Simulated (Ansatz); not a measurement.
**BaSi3 (AuCu3 type): how the settings move a single-point run**

How sensitive is a single-point run of BaSi3 (AuCu3 type) to its settings? A reference run comes first, then five runs with altered input.

Computed with Ansatz 0.2.0 (reference: DFT PBE, scalar-relativistic, plane waves, PAW, unless a step's input says otherwise).

2 further runs of the same task are left out: 2 that didn't finish.

## Step 1: Starting point

Symmetry: Pm-3m, No. 221, cubic system. The conventional cell has a = 4.487 Å, b = 4.487 Å, c = 4.487 Å, α = 90.00°, β = 90.00°, γ = 90.00°. Around Ba (site symmetry m-3m) lie 12 Si at 3.17 Å. Si (site symmetry 4/mmm) has 4 Ba at 3.17 Å and 8 Si at 3.17 Å as nearest neighbours.

Structure file:

```
Ba Si
1.0
     4.48722    0.00000    0.00000
     0.00000    4.48722    0.00000
     0.00000    0.00000    4.48722
Ba Si
1 3
Direct
  0.00000 0.00000 0.00000
  0.00000 0.50000 0.50000
  0.50000 0.50000 0.00000
  0.50000 0.00000 0.50000
```

## Step 2: The reference run

input.yaml

```yaml
crystal:
  lattice:
    - [4.4872196948, 0.0, 0.0]
    - [0.0, 4.4872196948, 0.0]
    - [0.0, 0.0, 4.4872196948]
  atoms:
    - { symbol: Ba, position: [0.0, 0.0, 0.0] }
    - { symbol: Si, position: [0.0, 0.5, 0.5] }
    - { symbol: Si, position: [0.5, 0.5, 0.0] }
    - { symbol: Si, position: [0.5, 0.0, 0.5] }
basis:
  ecutwfc: 420
  ecutrho_ratio: 4
kpoints:
  mp_grid: { grid: [8, 8, 8] }
hamiltonian:
  xc: pbe
scf:
  occupations: { method: gaussian, width: 0.05 }
output:
  forces: true
  stress: true
  eigenvalues: true
```

Launch:

```
ansatz run input.yaml --threads 2 --pin off --max-ram 2662MiB --backend cpu --events-out ev --progress --plain --runs-dir out
```

## Step 3: Variant: mp_grid.shift [0.5, 0.5, 0.5], occupations.method methfessel_paxton, occupations.width 0.3, lower_state_search light

input.yaml, as its differences from that of step 2:

```diff
@@ -14,3 +14,3 @@
 kpoints:
-  mp_grid: { grid: [8, 8, 8] }
+  mp_grid: { grid: [8, 8, 8], shift: [0.5, 0.5, 0.5] }
 hamiltonian:
@@ -18,3 +18,4 @@
 scf:
-  occupations: { method: gaussian, width: 0.05 }
+  occupations: { method: methfessel_paxton, width: 0.3 }
+  lower_state_search: light
 output:
@@ -22,2 +23 @@
   stress: true
-  eigenvalues: true
```

## Step 4: Variant: xc_grid 4, xc pbesol

input.yaml, as its differences from that of step 2:

```diff
@@ -13,2 +13,3 @@
   ecutrho_ratio: 4
+  xc_grid: 4
 kpoints:
@@ -16,3 +17,3 @@
 hamiltonian:
-  xc: pbe
+  xc: pbesol
 scf:
@@ -22,2 +23,5 @@
   stress: true
-  eigenvalues: true
+  write_density: true
+  write_potential: true
+  elf: true
+  volumetric_format: npy
```

## Step 5: Variant: basis.precision f64, occupations.method fermi_dirac, occupations.width 0.1, lower_state_search off, eigensolver.kind davidson

input.yaml, as its differences from that of step 2:

```diff
@@ -13,2 +13,3 @@
   ecutrho_ratio: 4
+  precision: f64
 kpoints:
@@ -18,3 +19,5 @@
 scf:
-  occupations: { method: gaussian, width: 0.05 }
+  occupations: { method: fermi_dirac, width: 0.1 }
+  lower_state_search: "off"
+  eigensolver: { kind: davidson }
 output:
@@ -22,2 +25 @@
   stress: true
-  eigenvalues: true
```

## Step 6: Changing settings: n_extra_bands 1

input.yaml, as its differences from that of step 2:

```diff
@@ -19,2 +19,3 @@
   occupations: { method: gaussian, width: 0.05 }
+  n_extra_bands: 1
 output:
@@ -22,2 +23,5 @@
   stress: true
-  eigenvalues: true
+  write_density: true
+  write_potential: true
+  elf: true
+  volumetric_format: npy
```

## Step 7: Changing settings: xc revpbe, occupations.method methfessel_paxton, occupations.width 0.3, accuracy medium

input.yaml, as its differences from that of step 2:

```diff
@@ -16,5 +16,5 @@
 hamiltonian:
-  xc: pbe
+  xc: revpbe
 scf:
-  occupations: { method: gaussian, width: 0.05 }
+  occupations: { method: methfessel_paxton, width: 0.3 }
 output:
@@ -22,2 +22,2 @@
   stress: true
-  eigenvalues: true
+accuracy: medium
```

Before running it: what results should come out? Wanted: for each run, ending; energy change; pressure; gap; force.

As calculated:

```tsv
run	ending	energy change	pressure (GPa)	gap (eV)	force (eV/Å)	cycles	time
reference	converged	0	0.0	0.00	0.00	6	1.4 s
1: mp_grid.shift [0.5, 0.5, 0.5], occupations.method methfessel_paxton, occupations.width 0.3, lower_state_search light	converged	-1.6 meV/atom (σ→0)	0.0	0.00	0.00	5	0.85 s
2: xc_grid 4, xc pbesol	converged	not comparable	-2.6	0.00	0.00	6	2 s
3: basis.precision f64, occupations.method fermi_dirac, occupations.width 0.1, lower_state_search off, eigensolver.kind davidson	converged	0.0 meV/atom (σ→0)	0.0	0.00	0.00	6	1.5 s
4: n_extra_bands 1	converged	0.0 meV/atom	0.0	0.00	0.00	6	1.6 s
5: xc revpbe, occupations.method methfessel_paxton, occupations.width 0.3, accuracy medium	converged	not comparable	0.9	0.00	0.00	6	1.4 s
```

Times don't compare one to one where runs were asked for different outputs or read a saved state (see the inputs); cycles may leave out searches for a lower state.

Residual by cycle in the longest SCF loop of each run; runs are numbered as in the table. The quantity is the density residual dr2, in eV.

```tsv
cycle	reference	run 1	run 2	run 3	run 4	run 5
1	0.00117	0.00117	0.00462	0.00134	0.00113	0.00277
2	4.2e-4	6.0e-4	0.00211	4.4e-4	4.4e-4	0.00122
3	1.5e-5	8.7e-6	1.7e-5	2.3e-5	1.2e-5	1.6e-5
4	2.8e-6	1.5e-6	2.2e-6	5.1e-7	1.9e-6	2.2e-6
5	2.4e-8	7.8e-8	5.1e-8	8.4e-8	3.1e-8	1.7e-7
6	1.3e-9	-	1.2e-9	3.3e-9	9.9e-10	4.2e-9
```

What this shows: No change moves the result by more than the table shows.
